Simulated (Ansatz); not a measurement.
## CsRbMg6 under changes of volume

One of the cells (37.582 Å³/atom); the others are scaled copies at fixed shape and fractional positions:

```
CELL_PARAMETERS angstrom
7.53992 0.00000 0.00000
0.00000 5.04274 0.00000
-3.60319 0.00000 7.90746
ATOMIC_POSITIONS crystal
Cs 0.81956 0.00000 0.13686
Rb 0.32467 0.00000 0.14774
Mg 0.62306 0.50000 0.75011
Mg 0.12626 0.50000 0.75597
Mg 0.72410 0.50000 0.44706
Mg 0.22354 0.50000 0.44663
Mg 0.83067 0.00000 0.65777
Mg 0.32815 0.00000 0.65785
```

The cell comes from a database or a generator and needn't be the stable form of this composition.

```yaml
Program: Ansatz 0.2.0
Functional: PBE
Potentials_or_basis: Ansatz PAW
Cutoff: "420 eV (not typed: the program's choice for these potentials)"
k_mesh: 4 × 5 × 4
Occupations: fermi-dirac, width 0.05 eV
Spin: no spin polarisation
```

```csv
volume (Å³/atom),energy over the lowest point (meV/atom),pressure (GPa),largest force (eV/Å)
35.327,?,?,?
36.079,2.55,0.6,0.206
36.830,0.54,0.3,0.162
37.582,0.00,0.0,0.123
38.334,0.79,-0.3,0.114
39.085,2.79,-0.5,0.106
39.837,5.88,-0.8,0.108
```

Q: What does the run at 35.327 Å³/atom give?

A: Energy over the lowest point 6.19 meV/atom; pressure 1.0 GPa; largest force 0.254 eV/Å.

Worked out: A Birch-Murnaghan fit of order 3 (a polynomial in V^(-2/3)) to the other rows has its minimum at 37.50 Å³/atom with B0 = V·E''(V) = 14.3 GPa and B' = 4.0 at fixed shape and positions, which overstates the stiffness. It gives 6.19 meV/atom at 35.327 Å³/atom, against the run's 6.19, and -dE/dV = 1.0 GPa, against 1.0.

Energies are extrapolated to zero smearing.
